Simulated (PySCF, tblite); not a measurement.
# C₅H₃BrFO₂ radical: geometry, infrared bands and EPR parameters

Wanted: the infrared bands and EPR parameters of C₅H₃BrFO₂ radical (`[CH2]Oc1c(F)coc1Br`), by calculation.

Programs: tblite 0.8.0 and PySCF 2.14.0, with density-fitted response routines of our own. Each step states its level of theory. These are calculated values for one molecule in the gas phase, unless marked as measured. Atoms count from 0, in the outputs and in this text.

## 1. The molecule as given

12 atoms, charge 0, multiplicity 2; geometry from: force field or distance geometry start.

Bonds of the start (Å): C0–O1 1.37, O1–C2 1.34, C2–C3 1.41, C3–F4 1.34, C3–C5 1.37, C5–O6 1.37, O6–C7 1.37, C7–Br8 1.90, C7–C2 1.39, C0–H9 1.08, C0–H10 1.07, C5–H11 1.08.

## 2. Optimising the geometry with GFN2-xTB

Job settings and geometry (Å):

```
{"job": {"kind": "relax", "xc": "GFN2-xTB", "basis": "xTB"}, "charge": 0, "multiplicity": 2}
C      2.138800    -1.002200    -0.108000
O      1.511800     0.212800    -0.176500
C      0.184200     0.318600    -0.048200
C     -0.852300    -0.634700    -0.012300
F     -0.720900    -1.972600    -0.054000
C     -2.048100     0.022100     0.104700
O     -1.817900     1.367900     0.123100
C     -0.460900     1.547400     0.029700
Br     0.372000     3.253800     0.002800
H      1.582200    -1.874000     0.202700
H      3.191800    -0.950100    -0.267300
H     -3.079400    -0.289700     0.177300
```

The run is started by

```bash
$ OMP_NUM_THREADS=1 python probes_run.py task.json out
```

The driver reads the jobs from task.json and runs them one after another.

**Question.** This job is followed by: GFN2-xTB harmonic vibrations, gas phase; UKS B3LYP, def2-TZVP-core on Br, pcH-1 on C F H O, non-relativistic, mean-field spin-orbit, GIAO. What will the session give for the following? strongest single infrared mode (GFN2-xTB); zero-point energy (GFN2-xTB); g(iso) (B3LYP); ⟨S²⟩; largest a(iso) (averaged by class); potential on the surface of density 0.002 e/bohr³, 1st and 99th percentile.

The runs gave:

```
                                                                  quantity                 value
                                 strongest single infrared mode (GFN2-xTB)  1141 cm⁻¹, 80 km/mol
                                              zero-point energy (GFN2-xTB)         42.2 kcal/mol
                                                            g(iso) (B3LYP)               2.00331
                                                                      ⟨S²⟩    0.755 (exact 0.75)
                                        largest a(iso) (averaged by class)   13C on C0, 82.5 MHz
potential on the surface of density 0.002 e/bohr³, 1st and 99th percentile    -0.75 V and 1.44 V
```

In words: Over 47 steps the energy fell by 0.113 eV; of the close pairs, C7–Br8 changed most, 1.899 to 1.855 Å. No mode is imaginary among the 30: a minimum at this level. The strongest single mode, at 1141 cm⁻¹, is spread over many atoms; the largest shares are those of C0, O1. Unscaled tight-binding wavenumbers are off by several per cent, some by more. Its intensities can rank the bands wrongly. C0 carries the largest spin population, 0.95 e. The isotropic g lies 1.0 ppt above the free-electron value. The hyperfine terms hold no scalar relativity, which the heavier nuclei need. The conformer search found further structures of the same energy, which may be mirror or relabelled copies of this one.
